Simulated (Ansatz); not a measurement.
# InHgSe2: the cost of one run

Program: Ansatz 0.2.0. Level of theory: reference: DFT PBE, plane waves, PAW, scalar-relativistic, no spin polarisation. These are calculated values, not measurements.

1 further run of the same task is left out (it didn't finish).

### 1 The starting structure

It takes space group I4/mcm (No. 140, tetragonal). The conventional cell has a = 7.883 Å, b = 7.883 Å, c = 6.684 Å, α = 90.00°, β = 90.00°, γ = 90.00°. Around In (site symmetry -42m) lie 4 Se at 2.54 Å. Hg (site symmetry 422) has 2 Hg at 3.34 Å and 8 Se at 3.37 Å as nearest neighbours. Se (site symmetry m2m) has 2 In at 2.54 Å and 4 Hg at 3.37 Å as nearest neighbours.

Structure file:

```
In Hg Se
1.0
    -3.94158    3.94158    3.34217
     3.94158   -3.94158    3.34217
     3.94158    3.94158   -3.34217
In Hg Se
2 2 4
Direct
  0.75000 0.25000 0.50000
  0.25000 0.75000 0.50000
  0.25000 0.25000 0.00000
  0.75000 0.75000 0.00000
  0.67140 0.17140 0.84280
  0.17140 0.32860 0.50000
  0.32860 0.82860 0.15720
  0.82860 0.67140 0.50000
```

### 2 The reference run

The input, input.yaml:

```yaml
crystal:
  lattice:
    - [-3.941583, 3.941583, 3.34217]
    - [3.941583, -3.941583, 3.34217]
    - [3.941583, 3.941583, -3.34217]
  atoms:
    - { symbol: In, position: [0.75, 0.25, 0.5] }
    - { symbol: In, position: [0.25, 0.75, 0.5] }
    - { symbol: Hg, position: [0.25, 0.25, 0.0] }
    - { symbol: Hg, position: [0.75, 0.75, 0.0] }
    - { symbol: Se, position: [0.6714, 0.1714, 0.8428] }
    - { symbol: Se, position: [0.1714, 0.3286, 0.5] }
    - { symbol: Se, position: [0.3286, 0.8286, 0.1572] }
    - { symbol: Se, position: [0.8286, 0.6714, 0.5] }
  symmetry: { tolerance: 0.0003 }
kpoints:
  mp_grid: { grid: [4, 4, 4], shift: [0, 0, 0] }
magnetization:
  spin_polarized: false
scf:
  occupations: { method: fermi_dirac }
hamiltonian:
  pseudopotentials: { kind: paw }
  xc: pbe
basis:
  ecutwfc: 420
output:
  forces: true
  stress: true
  eigenvalues: true
relax:
  max_steps: 40
  cell: {}
```

Launch:

```bash
ansatz run input.yaml --threads 1 --pin off --max-ram 2560MiB --backend cpu --events-out ev --progress --plain --runs-dir out
```

Q: Estimate wall time and peak memory on 1 thread of Arm Neoverse V1, shared host.

About 86 s, with a peak of 0.56 GiB.
